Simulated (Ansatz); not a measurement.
**C2H4FNOSi: one species, many methods**

The task here is to estimate one member of a computed series from the others.

Computed with Ansatz 0.2.0, Gaussian basis. Level: functionals in def2-TZVPP, the program's frozen cores in correlated methods.

Plan: PBE-D4, r2SCAN-D4, PBE0-D4, B3LYP-D4, ωB97X-V, ωB97M-V, B2PLYP; CCSD(T)/def2-TZVPP; MP2/def2-QZVPP; extrapolation to the limit.

**The relaxed structure**

The geometry comes from an earlier relaxation with PBE0-D4 in a triple-zeta def2 set; it is a stationary point, not always the lowest conformer.

SMILES `OC1(F)C=N[SiH2]1`, 10 atoms, charge 0, spin multiplicity 1.

Atoms are counted from 1 here; the program's logs count them from 0.

Bond lengths: O1–C2 1.369 Å, O1–H7 0.966 Å, C2–F3 1.384 Å, C2–C4 1.528 Å, C2–Si6 1.924 Å, C4–N5 1.278 Å, C4–H8 1.099 Å, N5–Si6 1.791 Å, Si6–H9 1.483 Å, Si6–H10 1.483 Å. Angles: C2–O1–H7 109.3°, O1–C2–F3 109.8°, O1–C2–C4 116.5°, O1–C2–Si6 118.2°, F3–C2–C4 110.7°, F3–C2–Si6 118.7°, C4–C2–Si6 79.9°, C2–C4–N5 111.0°, C2–C4–H8 125.0°, N5–C4–H8 124.0°, C4–N5–Si6 92.0°, C2–Si6–N5 77.1°, C2–Si6–H9 117.0°, C2–Si6–H10 118.7°, N5–Si6–H9 114.3°, N5–Si6–H10 115.3°, H9–Si6–H10 110.8°.

The first run:

Contents of in.yaml:

```yaml
crystal:
  periodic: [false, false, false]
  atoms:
    - {symbol: O, position_ang: [1.542452, -0.908238, -0.099230]}
    - {symbol: C, position_ang: [0.293994, -0.526636, 0.313566]}
    - {symbol: F, position_ang: [-0.119732, -1.329794, 1.362194]}
    - {symbol: C, position_ang: [-0.785861, -0.448389, -0.764814]}
    - {symbol: N, position_ang: [-1.186700, 0.754773, -0.925160]}
    - {symbol: Si, position_ang: [-0.108885, 1.353825, 0.374123]}
    - {symbol: H, position_ang: [1.505123, -1.812303, -0.437177]}
    - {symbol: H, position_ang: [-1.166699, -1.304568, -1.338172]}
    - {symbol: H, position_ang: [-0.821233, 1.850490, 1.576194]}
    - {symbol: H, position_ang: [0.930538, 2.319540, -0.058824]}
basis:
  gaussian: {orbitals: def2-TZVPP}
hamiltonian: {xc: pbe, dispersion: d4}
output: {forces: true, orbitals: {seedname: orbitals}}
```

Command:

```
ansatz run in.yaml --threads 4 --pin off --events-out ev --progress --plain --max-ram 10444MiB
```

Among the steps run: PBE-D4 (GGA); r2SCAN-D4 (meta-GGA); PBE0-D4 (hybrid); B3LYP-D4 (hybrid); ωB97X-V (range-separated); ωB97M-V (range-separated); B2PLYP (double hybrid); CCSD(T) in def2-TZVPP; MP2 in def2-QZVPP.

One table of the session follows, with a row left open; its other results are not shown here.

```
            method  atomisation energy (kJ/mol)
            PBE-D4                       4007.9
         r2SCAN-D4                       3866.4
           PBE0-D4                       3877.1
          B3LYP-D4                       3853.1
           ωB97X-V                       3887.0
           ωB97M-V                       3883.4
            B2PLYP                       3812.6
     HF/def2-TZVPP                       2568.7
    MP2/def2-TZVPP                       3845.9
   CCSD/def2-TZVPP                       3643.5
CCSD(T)/def2-TZVPP                            ?
           MP2/CBS                       3973.8
       CCSD(T)/CBS                       3857.1
```

Estimate the missing values for CCSD(T)/def2-TZVPP.

**Answer.** atomisation energy (kJ/mol): 3729.2. In the column «atomisation energy (kJ/mol)» it lies between CCSD/def2-TZVPP (3643.5) and B2PLYP (3812.6).
